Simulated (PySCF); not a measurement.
**C2H8SiTe (SMILES CC[Te][SiH3]): levels of theory compared**

We compute a comparison of 6 runs (HF/3-21G, HF/def2-SVP, TPSSh/3-21G, B2PLYP/def2-TZVP, PBE0/def2-TZVP, CCSD(T)/def2-SVP) of C2H8SiTe. Input form: a Python script.

The results are computed with PySCF 2.14.0.

## Step 1: The system as given

C2H8SiTe: 12 atoms, total charge 0, spin state singlet. As SMILES, `CC[Te][SiH3]`. Geometry: relaxed at PBE0-D4/def2-TZVP. This is one conformer, not always the lowest.

Bond lengths: C1–C2 1.513 Å, C2–Te3 2.166 Å, Te3–Si4 2.482 Å, C1–H5 1.092 Å, C1–H6 1.094 Å, C1–H7 1.092 Å, C2–H8 1.089 Å, C2–H9 1.089 Å, Si4–H10 1.485 Å, Si4–H11 1.487 Å, Si4–H12 1.487 Å. Some angles: C1–C2–Te3 110.5°, C2–Te3–Si4 94.4°, C1–C2–H8 111.7°, C1–C2–H9 111.7°, Te3–C2–H8 106.8°, Te3–C2–H9 106.8°, C2–C1–H5 111.6°, C2–C1–H6 110.2°, C2–C1–H7 111.6°, Te3–Si4–H10 106.8°.

## Step 2: Energy and gradient at HF/3-21G (run 1)

The input, calc.py:

```python
import pyscf.grad
from pyscf import gto, scf

mol = gto.Mole()
mol.atom = '''
C       -0.235900       2.118600       0.759100
C       -0.266400       0.624400       0.520500
Te       0.846100       0.119100      -1.268500
Si       0.435600      -2.320200      -1.064400
H        0.785100       2.483100       0.892900
H       -0.799500       2.368100       1.663100
H       -0.682600       2.667700      -0.072800
H       -1.282500       0.259800       0.373600
H        0.192000       0.075200       1.342200
H        1.116800      -2.967400      -2.213800
H        0.987000      -2.854600       0.209200
H       -1.018600      -2.628900      -1.106900
'''
mol.charge = 0
mol.max_memory = 1860
mol.verbose = 4
mol.basis = '3-21g'
mol.build()

mf = scf.RHF(mol)
mf.conv_tol = 1e-10
mf.kernel()
if not mf.converged:
    mf = mf.newton().run(mf.mo_coeff, mf.mo_occ)

energy = mf.e_tot
print('Final energy', energy)
grad = mf.Gradients().kernel()
mf.analyze()
```

Launch:

```sh
OMP_NUM_THREADS=1 python calc.py
```

Output:

```text
PySCF version 2.14.0

[... 88 lines left out ...]
MO #1   energy= -1123.98843629826  occ= 2
[... 10 lines left out ...]
MO #12  energy= -22.3700278209208  occ= 2
[... 10 lines left out ...]
MO #23  energy= -4.21852774686202  occ= 2
[... 10 lines left out ...]
MO #34  energy= -0.687904380912364 occ= 2
[... 10 lines left out ...]
MO #45  energy= 0.141748911750331  occ= 0
[... 10 lines left out ...]
MO #56  energy= 0.479896311629804  occ= 0
[... 10 lines left out ...]
MO #67  energy= 1.10292387623539   occ= 0
[... 10 lines left out ...]
MO #78  energy= 2.2448685142395    occ= 0
[... 93 lines left out ...]
Dipole moment(X, Y, Z, Debye): -0.89428, -0.05392,  1.36000
```

Wall time 7.2 s (1 thread of Intel Xeon at 2.70GHz, shared host); peak memory 0.15 GiB.

## Step 3: Energy and forces at HF/def2-SVP (core potential) (run 2)

The input, calc.py:

```python
# CC[Te][SiH3]
from pyscf import gto, scf

molecule = gto.M(
    atom=[
    ('C', (-0.235900, 2.118600, 0.759100)),
    ('C', (-0.266400, 0.624400, 0.520500)),
    ('Te', (0.846100, 0.119100, -1.268500)),
    ('Si', (0.435600, -2.320200, -1.064400)),
    ('H', (0.785100, 2.483100, 0.892900)),
    ('H', (-0.799500, 2.368100, 1.663100)),
    ('H', (-0.682600, 2.667700, -0.072800)),
    ('H', (-1.282500, 0.259800, 0.373600)),
    ('H', (0.192000, 0.075200, 1.342200)),
    ('H', (1.116800, -2.967400, -2.213800)),
    ('H', (0.987000, -2.854600, 0.209200)),
    ('H', (-1.018600, -2.628900, -1.106900)),
],
    charge=0,
    verbose=4,
    ecp={'Te': 'def2-svp'},
    max_memory=1860,
    basis='def2-svp',
)

calc0 = scf.RHF(molecule)
calc0.conv_tol = 1e-10
calc0.kernel()
if not calc0.converged:
    calc0 = calc0.newton().run(calc0.mo_coeff, calc0.mo_occ)

etot = calc0.e_tot
print('Final energy', etot)
grad = calc0.nuc_grad_method().kernel()
calc0.analyze()
```

Launch:

```sh
OMP_NUM_THREADS=1 python calc.py
```

Output:

```text
PySCF version 2.14.0

[... 89 lines left out ...]
DFT Exchange-Correlation Energy =      -53.357684199589926
[... 15 lines left out ...]
MO #14  energy= -1.91765424813777  occ= 2
[... 13 lines left out ...]
MO #28  energy= -0.3791752322506   occ= 2
[... 13 lines left out ...]
MO #42  energy= 0.421955229049944  occ= 0
[... 13 lines left out ...]
MO #56  energy= 0.718711253426665  occ= 0
[... 13 lines left out ...]
MO #70  energy= 1.09445663959491   occ= 0
[... 13 lines left out ...]
MO #84  energy= 1.97887999430661   occ= 0
[... 13 lines left out ...]
MO #98  energy= 2.4865408034276    occ= 0
[... 13 lines left out ...]
MO #112 energy= 53.2087865426395   occ= 0
[... 127 lines left out ...]
Dipole moment(X, Y, Z, Debye): -0.80829,  0.06773,  1.24994
```

Wall time 19 s (1 thread of Intel Xeon at 2.70GHz, shared host); peak memory 0.27 GiB.

Runs 3 to 5 aren't shown in full; the table further down has their settings and results.

## Step 4: The energy at CCSD(T)/def2-SVP (core potential) (run 6)

The input, job.py:

```python
from pyscf import gto, cc

mol = gto.M(
    atom='''
C       -0.235900       2.118600       0.759100
C       -0.266400       0.624400       0.520500
Te       0.846100       0.119100      -1.268500
Si       0.435600      -2.320200      -1.064400
H        0.785100       2.483100       0.892900
H       -0.799500       2.368100       1.663100
H       -0.682600       2.667700      -0.072800
H       -1.282500       0.259800       0.373600
H        0.192000       0.075200       1.342200
H        1.116800      -2.967400      -2.213800
H        0.987000      -2.854600       0.209200
H       -1.018600      -2.628900      -1.106900
''',
    max_memory=1860,
    verbose=4,
    charge=0,
    ecp={'Te': 'def2-svp'},
    basis='def2-svp',
)

hf = mol.RHF()
hf.conv_tol = 1e-10
hf.kernel()
if not hf.converged:
    hf = hf.newton().run(hf.mo_coeff, hf.mo_occ)

mycc = cc.CCSD(hf, frozen=11)
mycc.kernel()
e_t = mycc.ccsd_t()
energy = mycc.e_tot + e_t
print('E(%s) = %.9f' % ('CCSD(T)', energy))
hf.analyze()
```

Launch:

```sh
OMP_NUM_THREADS=1 python job.py
```

Output:

```text
PySCF version 2.14.0

[... 70 lines left out ...]
converged SCF energy = -636.175985946129
[... 43 lines left out ...]
MO #7   energy= -5.0653234908997   occ= 2
[... 14 lines left out ...]
MO #22  energy= -0.585331276610745 occ= 2
[... 14 lines left out ...]
MO #37  energy= 0.245519273161236  occ= 0
[... 14 lines left out ...]
MO #52  energy= 0.621019684662432  occ= 0
[... 14 lines left out ...]
MO #67  energy= 0.934077437027011  occ= 0
[... 14 lines left out ...]
MO #82  energy= 1.80406241899224   occ= 0
[... 14 lines left out ...]
MO #97  energy= 2.47209295410599   occ= 0
[... 14 lines left out ...]
MO #112 energy= 53.2087865426395   occ= 0
[... 127 lines left out ...]
Dipole moment(X, Y, Z, Debye): -0.80829,  0.06773,  1.24994
```

Run time: 92 s. Hardware: 1 thread of Intel Xeon at 2.70GHz, shared host; peak memory 0.98 GiB.

## Step 5: The series

```csv
run,level,core potential,integration grid,energy (Eh),dipole moment (D) of the reference,HOMO energy (eV),LUMO energy (eV),wall time
1,HF/3-21G,–,–,-6950.046113,1.63,-8.24,2.64,7.2 s
2,HF/def2-SVP (core potential),def2-svp,–,-636.175986,1.49,-8.24,2.78,19 s
3,TPSSh/3-21G,–,5,-6953.613090,1.61,-5.45,-0.87,47 s
4,B2PLYP/def2-TZVP (core potential),def2-svp,5,-638.202380,1.44,-6.87,0.42,2.1 min
5,PBE0/def2-TZVP (core potential),def2-svp,5,-638.376533,1.44,-6.09,-0.72,3.4 min
6,CCSD(T)/def2-SVP (core potential),def2-svp,–,-636.769671,1.49,-8.24,2.78,92 s
```

## Step 6: What came out

| quantity | value |
| --- | --- |
| run 6: total energy | -636.76967 Eh |
| run 6: dipole moment (Hartree–Fock density) | 1.49 D |
| run 6: HOMO energy (Hartree–Fock orbitals) | -8.24 eV |
| run 6: LUMO energy (Hartree–Fock orbitals) | 2.78 eV |
| run 6: HOMO–LUMO gap (Hartree–Fock orbitals) | 11.02 eV |
| run 6: correlation energy (11 core orbitals frozen) | -593.7 mEh |
| run 6: (T) correction | -17.08 mEh |
| run 6: T1 diagnostic | 0.009 |

What this shows: Over runs 1, 2, 3, 4, 5 the dipole moment (its size) runs from 1.44 D (B2PLYP/def2-TZVP) to 1.63 D (HF/3-21G). The two ends differ in method and basis and core potential. A double hybrid's value is that of its SCF part. Over runs 1, 2, 3, 4, 5 the HOMO–LUMO gap runs from 4.59 eV (TPSSh/3-21G) to 11.02 eV (HF/def2-SVP). Totals of different functionals can't be ranked against each other. Some runs of one species differ in core potentials or relativity; totals across that change don't compare. In runs 1, 3 relativity is left out where basis or elements ask for it. All runs together took 8.2 min, the longest 3.4 min.
